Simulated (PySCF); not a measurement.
# C5H15N3Si: the cost of one run

Programs: PySCF 2.14.0, with density-fitted response routines of our own. Each step states its level of theory. These are calculated values for one molecule, in the gas phase or a continuum, unless marked as measured. Atoms count from 0, in the outputs and in this text.

## 1. The molecule as given

24 atoms, charge 0, multiplicity 1; geometry from: GFN2-xTB. The atoms were then displaced at random by about 0.01 Å, so the start is not that level's minimum.

Bonds of the start (Å): C0–C1 1.32, C1–C2 1.49, C2–Si3 1.89, Si3–N4 1.71, Si3–N5 1.74, Si3–N6 1.75, N6–C7 1.43, N6–C8 1.44, C0–H9 1.09, C0–H10 1.05, C1–H11 1.10, C2–H12 1.09, C2–H13 1.07, N4–H14 1.01, N4–H15 1.03, N5–H16 1.01, N5–H17 1.00, C7–H18 1.10, C7–H19 1.07, C7–H20 1.12, C8–H21 1.08, C8–H22 1.12, C8–H23 1.09.

## 2. Optimising the geometry at PBE0-D3(BJ)/def2-SVP

Job settings and geometry (Å):

```
{"job": {"xc": "PBE0", "basis": "def2-SVP", "d3": "d3bj", "grid": 1, "shake": 0.01, "kind": "geom"}, "charge": 0, "multiplicity": 1}
C      1.210740    -2.458880    -1.058870
C      1.807010    -1.367250    -0.603110
C      1.533490     0.027630    -1.052870
Si     0.425510     0.948480     0.173810
N      1.176850     0.872990     1.710510
N      0.188440     2.559000    -0.432380
N     -1.216430     0.336990     0.267380
C     -1.534670    -0.829900     1.031880
C     -2.184470     0.574720    -0.768650
H      0.448220    -2.363440    -1.834310
H      1.385530    -3.426410    -0.682090
H      2.557330    -1.470590     0.190690
H      2.467180     0.580000    -1.134550
H      1.067850     0.028490    -2.019830
H      1.600400     0.001070     2.001970
H      0.715230     1.313310     2.518290
H     -0.464440     3.157180     0.047060
H      1.019230     3.082870    -0.623550
H     -1.557720    -1.748980     0.420250
H     -0.848150    -0.962750     1.838290
H     -2.560370    -0.722880     1.473240
H     -1.895900     1.442260    -1.345840
H     -2.220070    -0.264690    -1.507090
H     -3.185060     0.710380    -0.364620
```

Launch:

```
$ OMP_NUM_THREADS=1 python probes_run.py task.json out
```

One launch serves the whole session: the jobs run in the order shown.

Q: Estimate the wall time and peak memory of this first job on 1 thread of Arm Neoverse V1, shared host.

About 5.8 min, with a peak of 0.92 GiB.
